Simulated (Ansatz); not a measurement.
# Relaxation of Ge3As2

Aim: in Ge3As2, a structure type of another compound, with these elements put in, relax cell and atoms, then read levels, charges and fields where it ends.

All numbers below are computed with Ansatz 0.2.0 (DFT, r2SCAN, no spin polarisation, plane waves, PAW).

## Step 1: The cell

It takes space group C2/m (No. 12, monoclinic). The conventional cell has a = 12.394 Å, b = 3.470 Å, c = 8.545 Å, α = 90.00°, β = 95.11°, γ = 90.00°. Around As (site symmetry m) lie 6 Ge at 2.38 to 2.58 Å. Around As (site symmetry m) lie 5 Ge at 2.28 to 2.82 Å. Ge (site symmetry m) has 3 As at 2.36 to 2.58 Å as nearest neighbours. Ge (site symmetry m) is surrounded by 5 As at 2.28 to 2.82 Å. Ge (site symmetry m) is surrounded by 3 As at 2.38 to 2.44 Å.

Coordinates:

```xyz
10
Lattice="0.0000 3.4701 0.0000 6.1968 -1.7350 0.0000 0.7606 0.0000 -8.5111" Properties=species:S:1:pos:R:3 pbc="T T T"
As    3.1645    0.0000   -7.3128
As    3.7929    1.7350   -1.1984
As    1.8297    1.7350   -4.7611
As    5.1277    0.0000   -3.7500
Ge    0.9007    0.0000   -6.0701
Ge    6.0568    1.7350   -2.4410
Ge    3.9445    1.7350   -5.6259
Ge    3.0129    0.0000   -2.8853
Ge    5.3738    0.0000   -8.2090
Ge    1.5836    1.7350   -0.3021
```

The first density is read from a saved solution for the starting cell.

## Step 2: The walk to rest

The input, input.yaml:

```yaml
crystal:
  lattice:
    - [0.0, 3.470073, 0.0]
    - [6.19678, -1.735036, 0.0]
    - [0.760647, 0.0, -8.511126]
  atoms:
    - { symbol: As, position: [0.2026, 0.4052, 0.8592] }
    - { symbol: As, position: [0.7974, 0.5948, 0.1408] }
    - { symbol: As, position: [0.6133, 0.2266, 0.5594] }
    - { symbol: As, position: [0.3867, 0.7734, 0.4406] }
    - { symbol: Ge, position: [0.0289, 0.0578, 0.7132] }
    - { symbol: Ge, position: [0.9711, 0.9422, 0.2868] }
    - { symbol: Ge, position: [0.7777, 0.5554, 0.661] }
    - { symbol: Ge, position: [0.2223, 0.4446, 0.339] }
    - { symbol: Ge, position: [0.3744, 0.7488, 0.9645] }
    - { symbol: Ge, position: [0.6256, 0.2512, 0.0355] }
  symmetry: { tolerance: 0.0003 }
kpoints:
  mp_grid: { grid: [5, 5, 2], shift: [0, 0, 0] }
magnetization:
  spin_polarized: false
scf:
  occupations: { method: fermi_dirac }
  lower_state_search: "off"
hamiltonian:
  pseudopotentials: { kind: paw }
  xc: r2scan
basis:
  ecutwfc: 500
  fft_grid_basis: typed
relax:
  max_steps: 60
  cell: { p_target: 0.0 }
  f_tol: 0.03
output:
  forces: true
  stress: true
  eigenvalues: true
  populations: true
  elf: true
  write_potential: true
  volumetric_format: npy
  dos:
    e_range: [-12, 8]
    de: 0.05
    projected: { site_lists: { As: [As], Ge: [Ge] } }
  write_density: true
  bader: false
checkpoint:
  read: saved_state
```

Launch:

```
> ansatz run input.yaml --threads 2 --pin off --max-ram 2560MiB --backend cpu --events-out ev --progress --plain --runs-dir out
```

Q: Predict the outcome of this session. Wanted: moves; energy gained; largest move; cell; volume; pressure at the end; character.

**Answer**, as computed:

| quantity | value |
| --- | --- |
| moves | 10 |
| energy gained | 383.4 meV/atom |
| largest move | 0.30 Å (Ge) |
| space group (0.01 Å), before / after | C2/m / C2/m |
| cell | a = 3.808 Å, b = 6.013 Å, c = 9.619 Å, α = 73.82°, β = 90.00°, γ = 108.46° |
| volume | 19.97 Å³/atom (+9.1 %) |
| pressure at the end | 0.00 GPa |
| formation energy (elements from separate runs) | 0.19 eV/atom |
| character | metal |
| density of states, mean within 0.25 eV of the Fermi level | 3.3 per eV per cell |

In words: The volume grew by 9.1 %, and the largest move of an atom is 0.30 Å apart from the change of the cell; the energy fell by 383.4 meV per atom. The shape changed more than that tells: the edges moved by +10, -7, +13 %. With 4 symmetry operations imposed, the end may be a saddle point towards distortions that break them. By a distance rule the end structure falls into sheets, and the functional has no dispersion term: where only weak forces hold such sheets, the spacing at the end is too wide to trust. It is a metal; within 0.25 eV of the Fermi level the density of states averages 3.3 per eV per cell, mostly Ge p (55 %) and As p (25 %). Set against separate runs on the elements (As grey arsenic (A7), Ge diamond), it forms at 0.19 eV per atom, so at this geometry it is not bound against them.

Keep in mind: the k mesh is coarse for a cell without a gap.
